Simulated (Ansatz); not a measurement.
## WC, space group Fm-3m: a convergence test of the k-point mesh, step by step

With Ansatz 0.2.0 through its Python package.

The script reads `wc.xyz`:
```text
2
Lattice="0.0 2.192684 2.192684 2.192684 0.0 2.192684 2.192684 2.192684 0.0" Properties=species:S:1:pos:R:3 pbc="T T T"
W     0.00000000    0.00000000    0.00000000
C     2.19268400    2.19268400    2.19268400
```

Notebook, run cell by cell (the value of a cell's last expression is shown):

```python
import ansatz as az
```

```python
wc = az.Crystal.from_extxyz("wc.xyz")
```

```python
base = (
    wc.calculation()
    .pseudopotentials("paw")
    .basis(510)
    .functional("pbesol")
    .occupations(az.OccupationsMethod.FERMI_DIRAC, width=0.15)
)
```

```python
rows = []
for value in [0.9, 0.7, 0.55, 0.45, 0.35]:
    summary = base.kpoints(spacing=value).run().report
    rows.append((value, summary["free_energy_ev"] / len(summary["lattice"]["sites"]), summary["n_iterations"], summary["n_kpoints"]))

print("spacing (1/A)   F/atom (eV)    iterations      k-points")
for row in rows:
    print(f"{str(row[0]):>12s}  {row[1]:12.5f}  {row[2]:12d}  {row[3]:12d}")
```

    spacing (1/A)   F/atom (eV)    iterations      k-points
             0.9   -5251.12617             6             4
             0.7   -5251.48388             6             8
            0.55   -5251.44358             6            10
            0.45   -5251.40079             6            16
            0.35   -5251.42324             6            29

```python
# the last row is the reference
for row in rows[:-1]:
    shift = 1000 * (row[1] - rows[-1][1])
    print(f"{row[0]}: {shift:+.2f} meV/atom" + ("  (within 2 meV)" if abs(shift) < 2 else ""))
```

    0.9: +297.07 meV/atom
    0.7: -60.64 meV/atom
    0.55: -20.34 meV/atom
    0.45: +22.45 meV/atom

Notes:
- Spin is left out of this run.
- The smearing is wide enough that free energy and stress hold a thermal part of the electrons.
- Spin-orbit coupling, which matters for elements this heavy, is left out.
- This cell is a computed structure, which may not be the phase found in nature.
- Shifts are counted from the finest mesh, which is itself no proven limit.
- Processor time in the engine: 1.6 s on 1 thread of Intel(R) Xeon(R) Processor @ 2.30GHz, with other jobs on the host, peak memory 0.45 GiB.
